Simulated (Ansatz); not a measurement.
Working through a single point in a Gaussian basis of C₂H₉NOSSi, SMILES CO[SiH](N)SC

Program: the Ansatz DFT code, driven from Python.

Run as a notebook:

```python
import ansatz as az
import numpy as np
```

```python
geometry_ang = [
    ("C", (-1.6819, 0.7572, -0.4142)),
    ("O", (-0.7437, 0.006, -1.1436)),
    ("Si", (0.1812, -0.9823, -0.0573)),
    ("N", (-0.8826, -2.1028, 0.8494)),
    ("S", (1.3119, 0.2293, 1.3226)),
    ("C", (2.2364, 1.097, 0.018)),
    ("H", (-2.4362, 0.1014, 0.0729)),
    ("H", (-2.2297, 1.4123, -1.122)),
    ("H", (-1.1907, 1.4219, 0.3305)),
    ("H", (1.1252, -1.7816, -0.8519)),
    ("H", (-1.4018, -1.5361, 1.5564)),
    ("H", (-1.5873, -2.4695, 0.1715)),
    ("H", (2.8186, 0.3719, -0.5884)),
    ("H", (2.9406, 1.8117, 0.4909)),
    ("H", (1.54, 1.6636, -0.6348)),
]
molecule = az.Crystal.molecule()
for symbol, xyz in geometry_ang:
    molecule = molecule.atom(symbol, xyz)
```

```python
calculation = (
    molecule.calculation()
    .basis(gaussian="def2-SVP")
    .functional("pbe")
    .forces()
)
print(calculation.to_yaml())
trace = []
out = calculation.session().plan().execute(on_event=trace.append)
data = out.report

data["free_energy_ev"]
```

    crystal:
      periodic: [false, false, false]
      atoms:
        - { symbol: C, position_ang: [-1.6819, 0.7572, -0.4142] }
        - { symbol: O, position_ang: [-0.7437, 0.006, -1.1436] }
        - { symbol: Si, position_ang: [0.1812, -0.9823, -0.0573] }
        - { symbol: "N", position_ang: [-0.8826, -2.1028, 0.8494] }
        - { symbol: S, position_ang: [1.3119, 0.2293, 1.3226] }
        - { symbol: C, position_ang: [2.2364, 1.097, 0.018] }
        - { symbol: H, position_ang: [-2.4362, 0.1014, 0.0729] }
        - { symbol: H, position_ang: [-2.2297, 1.4123, -1.122] }
        - { symbol: H, position_ang: [-1.1907, 1.4219, 0.3305] }
        - { symbol: H, position_ang: [1.1252, -1.7816, -0.8519] }
        - { symbol: H, position_ang: [-1.4018, -1.5361, 1.5564] }
        - { symbol: H, position_ang: [-1.5873, -2.4695, 0.1715] }
        - { symbol: H, position_ang: [2.8186, 0.3719, -0.5884] }
        - { symbol: H, position_ang: [2.9406, 1.8117, 0.4909] }
        - { symbol: H, position_ang: [1.54, 1.6636, -0.6348] }
    basis:
      gaussian:
        orbitals: def2-SVP
    hamiltonian:
      xc: pbe
    output:
      forces: true
    
    -24446.734827838944

```python
type(out).__name__, type(data).__name__
```

    ('RunOutcome', 'dict')

```python
data["published_state_doubts"]
```

    []

```python
for event in trace:
    if event["event"] == "mean_field_evaluation" and event["data"]["evaluation"] <= 25:
        print("pass {evaluation:3d}  E = {energy_ev:.6f} eV  gradient {gradient_ev:.1e}".format(**event["data"]))
```

    pass   1  E = -24431.076310 eV  gradient 8.5e+01
    pass   2  E = -24390.598527 eV  gradient 1.5e+02
    pass   3  E = -24445.406199 eV  gradient 2.6e+01
    pass   4  E = -24446.457641 eV  gradient 1.4e+01
    pass   5  E = -24446.774140 eV  gradient 4.6e+00
    pass   6  E = -24446.818457 eV  gradient 1.5e+00
    pass   7  E = -24446.823363 eV  gradient 4.1e-01
    pass   8  E = -24446.823355 eV  gradient 4.1e-01
    pass   9  E = -24446.823097 eV  gradient 4.1e-01
    pass  10  E = -24446.823530 eV  gradient 9.9e-02
    pass  11  E = -24446.734685 eV  gradient 2.3e-01
    pass  12  E = -24446.734782 eV  gradient 5.4e-02
    pass  13  E = -24446.734786 eV  gradient 3.8e-02
    pass  14  E = -24446.734789 eV  gradient 6.8e-03
    pass  15  E = -24446.734789 eV  gradient 1.6e-03
    pass  16  E = -24446.734789 eV  gradient 1.9e-03
    pass  17  E = -24446.734789 eV  gradient 7.7e-04
    pass  18  E = -24446.734789 eV  gradient 2.9e-04
    pass  19  E = -24446.734789 eV  gradient 9.4e-05
    pass  20  E = -24446.734789 eV  gradient 3.6e-05
    pass  21  E = -24446.734789 eV  gradient 3.6e-05

```python
print(f"E = {data['free_energy_ev']:.6f} eV = {data['free_energy_ev'] / 27.211386246:.7f} Ha")
print("converged:", data["converged"], " doubts:", data["published_state_doubts"] or "none")
```

    E = -24446.734828 eV = -898.4009343 Ha
    converged: True  doubts: none

```python
symbols = [site.symbol for site in molecule.cartesian_sites]
forces = np.array(data["forces_ev_ang"])
print("largest force", round(float(np.linalg.norm(forces, axis=1).max()), 4), "eV/A, rms", round(float(np.sqrt((forces ** 2).mean())), 4))

charges = data["charge_distribution"]
dipole = np.array(charges["dipole_moment_e_ang"]) * 4.803205
print("dipole (D): {:.3f} {:.3f} {:.3f}, length {:.3f}".format(*dipole, np.linalg.norm(dipole)))
print("atom  Mulliken   Lowdin")
for symbol, m, l in zip(symbols, charges["mulliken_charges_e"], charges["lowdin_charges_e"]):
    print(f"{symbol:4s} {m:9.3f} {l:8.3f}")
```

    largest force 1.5177 eV/A, rms 0.3954
    dipole (D): -1.089 0.996 -0.385, length 1.525
    atom  Mulliken   Lowdin
    C        0.134    0.037
    O       -0.438   -0.041
    Si       0.534    0.049
    N       -0.331   -0.001
    S       -0.250    0.179
    C       -0.158   -0.107
    H       -0.003   -0.032
    H        0.034   -0.016
    H        0.031   -0.023
    H       -0.061   -0.081
    H        0.128    0.010
    H        0.128    0.022
    H        0.086    0.002
    H        0.080    0.002
    H        0.086   -0.002

What to keep in mind:
- Total energies depend on the basis set; only differences at equal settings carry meaning.
- The geometry is a force-field or estimated start, not a minimum of this method, and the basis set is short of its limit.
- The Löwdin charges here are taken after orthogonalising the functions within each atom; they differ from plain Löwdin charges, and their signs can be unphysical.
- Early passes use coarser integrals and grids, so their energies can't be compared with the last.
- Finished in 6.7 s on 1 thread of Arm Neoverse V2, on a shared host, peak memory 0.25 GiB.

(Lines on the test bed's own set-up are left out of the output.)
